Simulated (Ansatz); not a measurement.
**C₂H₇InN radical: basis-set convergence**

One table from this session's results is given with a row withheld; the runs are named, their logs left out.

The runs use Ansatz 0.2.0, Gaussian basis; one geometry, several basis sets.

The runs, in order: PBE0-D4/def2-SVP; ωB97M-V/def2-SVP; PBE0-D4/def2-QZVPP; ωB97M-V/def2-QZVPP; the functionals' def2-TZVPP values are taken from earlier runs.

### The relaxed structure

All runs share one geometry, relaxed beforehand with PBE0-D4 in a triple-zeta def2 set. In takes the def2 core potential; no spin-orbit term is included.

SMILES `[CH2][N](C)[InH2]`, 11 atoms, charge 0, spin multiplicity 2.

Atoms are counted from 1 here; the program's logs count them from 0.

Bond lengths: C1–N2 1.262 Å, C1–H5 1.087 Å, C1–H6 1.094 Å, N2–C3 1.445 Å, N2–In4 2.378 Å, C3–H7 1.092 Å, C3–H8 1.092 Å, C3–H9 1.094 Å, In4–H10 1.760 Å, In4–H11 1.756 Å. Angles: N2–C1–H5 119.0°, N2–C1–H6 122.0°, H5–C1–H6 119.0°, C1–N2–C3 119.8°, C1–N2–In4 121.6°, C3–N2–In4 118.5°, N2–C3–H7 108.7°, N2–C3–H8 109.0°, N2–C3–H9 112.3°, H7–C3–H8 107.3°, H7–C3–H9 109.8°, H8–C3–H9 109.6°, N2–In4–H10 93.0°, N2–In4–H11 95.1°, H10–In4–H11 121.7°.

The first run:

Input file in.yaml:

```yaml
crystal:
  periodic: [false, false, false]
  atoms:
    - {symbol: C, position_ang: [-0.559628, 1.330107, 0.171593]}
    - {symbol: N, position_ang: [0.002780, 0.202686, 0.104183]}
    - {symbol: C, position_ang: [0.025935, -0.658639, 1.264049]}
    - {symbol: In, position_ang: [1.126125, -0.513548, -1.865163]}
    - {symbol: H, position_ang: [-0.577119, 1.964675, -0.711372]}
    - {symbol: H, position_ang: [-1.029174, 1.689848, 1.091393]}
    - {symbol: H, position_ang: [-0.437486, -1.611730, 1.001607]}
    - {symbol: H, position_ang: [1.063939, -0.866004, 1.531945]}
    - {symbol: H, position_ang: [-0.493280, -0.217278, 2.120492]}
    - {symbol: H, position_ang: [0.463099, 0.799418, -2.831547]}
    - {symbol: H, position_ang: [0.414799, -2.119523, -1.877189]}
basis:
  gaussian: {orbitals: def2-SVP}
magnetization: {spin_polarized: true, initial_magnetization: 1}
hamiltonian: {xc: pbe0, dispersion: d4}
output: {orbitals: {seedname: orbitals}}
```

The run is started by

```console
$ ansatz run in.yaml --threads 4 --pin off --events-out ev --progress --plain --max-ram 10444MiB
```

Among the steps run: PBE0-D4 in def2-SVP; ωB97M-V in def2-SVP; PBE0-D4 in def2-QZVPP; ωB97M-V in def2-QZVPP.

One of the session's tables, all rows but one given; the rest of the session is left out.

It belongs to the step «Functionals by basis». 

| functional | basis | HOMO (eV) | LUMO (eV) |
| --- | --- | --- | --- |
| PBE0-D4 | def2-SVP | ? | ? |
| PBE0-D4 | def2-TZVPP | -4.39 | -1.76 |
| PBE0-D4 | def2-QZVPP | -4.40 | -1.78 |
| ωB97M-V | def2-SVP | -6.18 | 0.05 |
| ωB97M-V | def2-TZVPP | -6.29 | -0.12 |
| ωB97M-V | def2-QZVPP | -6.30 | -0.16 |

Q: Estimate the row for PBE0-D4, def2-SVP from the others.

As computed: HOMO (eV): -4.33; LUMO (eV): -1.67. In the column «HOMO (eV)» it is the highest.
